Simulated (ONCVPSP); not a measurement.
**Pseudopotential generation for hydrogen: ONCV, PBE**

Do these settings give a usable potential? It is generated, then checked for transferability, scattering, ghosts and hardness.

The numbers are computed with ONCVPSP 4.0.1.1 (patched build) (PBE, scalar-relativistic, spin-unpolarised reference atom).

**1. Starting point**

Typed settings, in words:

```
element                 : hydrogen (H, Z = 1)
type                    : optimised norm-conserving Vanderbilt (ONCV)
frozen core             : none
valence charge          : 1
reference configuration : 1s1
partial waves           : 1s: rc 0.68 bohr, ncon 4, nbas 9, qcut 7.7 1/bohr, 2 projectors, debl 1.6 Ha; p scattering state at 0.09 Ha: rc 0.58 bohr, ncon 4, nbas 7, qcut 10.1 1/bohr, 1 projector
local potential         : polynomial inside 0.44 bohr (lpopt 3, dvloc0 2 Ha)
core correction         : not asked for
```

The outer shells as boxes (Hund's rule for the drawing; the calculation is spin-unpolarised):

```
1s [↑ ]
```

The nodes and maxima of the atom's own shells, from an earlier all-electron run, set the scale for the radii.

All-electron outer shells of the reference configuration (PBE, scalar-relativistic, ld1.x):

```csv
shell,level (eV),outermost node (bohr),outermost maximum (bohr)
1s,-6.49,–,1.03
```

**2. Generation**

H.dat reads:

```
# ATOM AND REFERENCE CONFIGURATION
# atsym  z   nc   nv     iexc    psfile
  H 1.00    0    1        4      upf
#
#   n    l    f
    1    0    1.00
#
# PSEUDOPOTENTIAL AND OPTIMIZATION
# lmax
    1
#
#   l,   rc,      ep,       ncon, nbas, qcut
    0    0.68    0.00    4    9    7.70
    1    0.58    0.09    4    7   10.10
#
# LOCAL POTENTIAL
# lloc, lpopt,  rc(5),   dvloc0
    4    3    0.44    2.00
#
# VANDERBILT-KLEINMAN-BYLANDER PROJECTORs
# l, nproj, debl
    0    2    1.60
    1    1    0.30
#
# MODEL CORE CHARGE
# icmod, fcfact, rcfact
    0    0.00    0.00
#
# LOG DERIVATIVE ANALYSIS
# epsh1, epsh2, depsh
   -2.00    5.00    0.02
#
# OUTPUT GRID
# rlmax, drl
    6.00    0.01
#
# TEST CONFIGURATIONS
# ncnf
    1
# nvcnf
#   n    l    f
    1
    1    0    0.50
#
```

Launch:

```sh
$ oncvpsp.x < H.dat > H.out
```

Before running it: what results should come out? Wanted: cutoffs for 1 and 0.1 mHa per electron, occupied waves; bound ghosts; GHOST(+) flags; largest test error; largest phase difference near zero energy, channels read.

**Answer**, as computed:

```
                                                quantity                value
  cutoffs for 1 and 0.1 mHa per electron, occupied waves      25 Ha and 94 Ha
                                            bound ghosts           none found
                                          GHOST(+) flags   none at low energy
                            largest test error (AE − PS)  +0.2 meV, for 1s0.5
largest phase difference near zero energy, channels read            0.000 rad
```

What this shows: By total energies transferability is very good: the largest error is 0.2 meV on 4.8 eV, for 1s0.5. The potential is of middling hardness: the looser tolerance needs 25 Ha. The tighter tolerance needs 94 Ha, and converged work needs a cutoff nearer that. No bound ghost shows below the valence levels. Near zero energy the phases of the channels with partial waves agree within 0.001 rad. These are tests on the free atom; a crystal test is still owed.
